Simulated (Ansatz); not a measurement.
WC, space group P-6m2, a projected density of states

Program: the Python package of Ansatz (0.2.0).

Notebook, run cell by cell (the value of a cell's last expression is shown):

In [1]:
```python
import ansatz as az
import matplotlib.pyplot as plt
import numpy as np
```

In [2]:
```python
crystal = (
    az.Lattice.of((2.9065, 0.0, 0.0), (-1.45325, 2.517103, 0.0), (0.0, 0.0, 2.8366))
    .atom("W", (0.0, 0.0, 0.0))
    .atom("C", (2 / 3, 1 / 3, 0.5))
)
```

In [3]:
```python
crystal.resolved().sites[-1]
```
Out [3]:
```text
Site(symbol='C', position=(0.6666666666666666, 0.3333333333333333, 0.5), moment=None, axis=None, held=None, saved=None)
```

In [4]:
```python
job = crystal.calculation()
job = job.functional(az.Functional.PBESOL)
job = job.kpoints(mesh=(11, 11, 10)).occupations("fermi_dirac")
job = job.scf(extra_bands=10)
job = job.density_of_states(projected=True, method="smearing", broadening_width=0.15, energy_step=0.1)
outcome = job.run(threads=1, backend="cpu")
r = outcome.report
```
```text
DeckWarning: basis.ecutwfc = 420 eV, auto-derived from the records' recommended cutoffs: set by W (normal level)
```

In [5]:
```python
r["converged"], r["free_energy_ev"]
```
Out [5]:
```text
(True, -10503.73351480053)
```

In [6]:
```python
dos = outcome.density_of_states()
energy = np.asarray(dos.energies_ev) - dos.fermi_ev
curves = {}
for site in outcome.projected_density_of_states().sites:
    for shell in site.shells:
        weight = sum(np.sum(curve.g_bin_mean_per_ev, axis=0) for curve in shell.curves)
        name = f"{site.species} {shell.label}"
        curves[name] = curves.get(name, 0) + weight
```

In [7]:
```python
window = (energy > -6) & (energy < 6)
fig, ax = plt.subplots(figsize=(5.5, 3.5))
for name, g in curves.items():
    if g[window].max() > 0.05:
        ax.plot(energy[window], g[window], label=name, lw=1)
        print(f"{name:8s} peak {g[window].max():7.3f} states/eV at {energy[window][g[window].argmax()]:6.2f} eV")
ax.set(xlabel="E - E_F (eV)", ylabel="states/eV")
ax.legend(fontsize=7)
fig.tight_layout()
fig.savefig("pdos.png", dpi=100)
```
```text
W 6S     peak   0.061 states/eV at  -1.58 eV
W 5D     peak   1.359 states/eV at  -1.58 eV
C 2S     peak   0.240 states/eV at   5.82 eV
C 2P     peak   0.933 states/eV at  -2.78 eV
```

What to keep in mind:
- Absolute energies stand on the zero of these potentials, so only differences at equal settings mean something. A total without «per atom» is that of the whole cell that was run.
- For a metal this k-point mesh is coarse: on a finer one energies can move by several to tens of meV an atom and pressures by half a GPa or more, differences at one mesh by less.
- Peaks are the largest values inside the energy window taken; deeper bands lie outside it.
- Spin-orbit coupling, which matters for elements this heavy, is left out.
- The starting cell is as deposited in a crystallographic database; the results hold for this polymorph, which needn't be the stable one.
- Warnings are shown shortened and without file and line.
- Curves are summed over the cell's atoms. Only shells that the potentials hold have channels, so projections don't add up to the total, least of all where a shell is missing (p of most metals); heights and places of peaks move with the mesh.
- The density of states is complete only as far up as bands were computed.
- The whole script took 4.4 s on 1 thread of Arm Neoverse V2, with other jobs on the host, peak memory 0.41 GiB.
